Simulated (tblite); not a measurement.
# C4H15GeNSi: the cost of one run

Computed with tblite 0.8.0 and PySCF 2.14.0, with density-fitted response routines of our own, on a single molecule in the gas phase. Atoms count from 0, in the outputs and in this text.

### 1 The molecule as given

22 atoms, charge 0, multiplicity 1; geometry from: force field or distance geometry start.

Bonds of the start (Å): C0–C1 1.52, C1–Si2 1.86, C1–Ge3 1.93, C1–C4 1.49, C4–C5 1.49, C5–N6 1.45, C0–H7 1.12, C0–H8 1.12, C0–H9 1.12, Si2–H10 1.44, Si2–H11 1.50, Si2–H12 1.47, Ge3–H13 1.56, Ge3–H14 1.55, Ge3–H15 1.57, C4–H16 1.12, C4–H17 1.13, C5–H18 1.11, C5–H19 1.13, N6–H20 1.06, N6–H21 1.05.

### 2 Geometry optimisation with GFN2-xTB

The job: settings as JSON, then the geometry in Å.

```
{"job": {"kind": "relax", "xc": "GFN2-xTB", "basis": "xTB"}, "charge": 0, "multiplicity": 1}
C     -1.304600    -0.268200    -1.660800
C     -0.525100     0.015500    -0.385900
Si    -0.790500    -1.441500     0.742900
Ge    -1.353900     1.553000     0.434100
C      0.888600     0.222000    -0.802200
C      1.866900     0.514100     0.277400
N      1.957400    -0.548800     1.253200
H     -0.854800    -1.184400    -2.109900
H     -1.175300     0.621600    -2.332300
H     -2.372600    -0.433000    -1.379200
H     -0.145900    -1.365800     2.027500
H     -2.268500    -1.466500     1.014800
H     -0.523500    -2.677300    -0.002700
H     -1.138600     2.849500    -0.401200
H     -0.996700     1.759000     1.924400
H     -2.898600     1.275800     0.412000
H      1.224000    -0.622500    -1.459700
H      0.880200     1.129000    -1.472600
H      1.756500     1.511100     0.741400
H      2.889900     0.537500    -0.210900
H      2.863300    -0.472300     1.802900
H      2.011400    -1.488400     0.784400
```

The run is started by

```console
$ OMP_NUM_THREADS=1 python probes_run.py task.json out
```

This one command runs all jobs of the session in turn.

**Question.** How long does this first job take on 1 thread of Arm Neoverse N1, shared host?

About 1.8 s.
